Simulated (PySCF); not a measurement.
# H3PbS3 (Pb(SH)3+): the cost of one run

Computed with PySCF 2.14.0. Level: PBE0, Pb def2-SVP with ECP60, S def2-SVP, H def2-SVP; scalar-relativistic core potentials, no spin–orbit coupling.

1 further run of the same task is left out (for a known fault of the program).

## Step 1: The system as given

7 atoms, charge 1, spin multiplicity 1.

Bond lengths: Pb1–S2 2.444 Å, Pb1–S4 2.444 Å, Pb1–S6 2.444 Å, S2–H3 1.357 Å, S4–H5 1.357 Å, S6–H7 1.357 Å. Angles: S2–Pb1–S4 120.0°, S2–Pb1–S6 120.0°, S4–Pb1–S6 120.0°, Pb1–S2–H3 93.1°, Pb1–S4–H5 93.1°, Pb1–S6–H7 93.1°.

As a file:

```
Pb    0.0000    0.0000    0.4878
S     2.3865    0.5263    0.4860
H     2.7506   -0.7811    0.4870
S    -1.6490    1.8036    0.4860
H    -0.6989    2.7726    0.4870
S    -0.7375   -2.3299    0.4860
H    -2.0517   -1.9915    0.4870
```

Formal oxidation states: Pb +4. An earlier session relaxed this geometry at PBE0, Pb def2-SVP with ECP60, S def2-SVP, H def2-SVP (singlet, point group C3h).

Its energy there is -1388.221011 Eh.

## Step 2: One electron removed, multiplicity 2

File run.py (the lines that set the calculation):

```python
mol = gto.M(atom='''
Pb     0.00000     0.00000     0.48779
S      2.38651     0.52627     0.48604
H      2.75059    -0.78108     0.48700
S     -1.64902     1.80364     0.48604
H     -0.69886     2.77262     0.48700
S     -0.73749    -2.32991     0.48604
H     -2.05173    -1.99154     0.48700''',
    basis={'Pb': 'def2-SVP', 'S': 'def2-SVP', 'H': 'def2-SVP'},
    ecp={'Pb': 'def2-SVP'},
    charge=2, spin=1)
mf = dft.UKS(mol, xc='PBE0')
mf.grids.atom_grid = (50, 194)
mf = mf.density_fit()  # fitting sets: Pb def2-universal-JKFIT, S def2-universal-JKFIT, H def2-universal-JKFIT
mf.conv_tol = 1e-08; mf.max_cycle = 55
mf.kernel(dm0)  # dm0: the density of the relaxed state
```

Started as:

```bash
$ OMP_NUM_THREADS=2 python run.py
```

**Question.** How long does this run take on 2 threads of Arm Neoverse V1, shared host?

About 5.7 s.
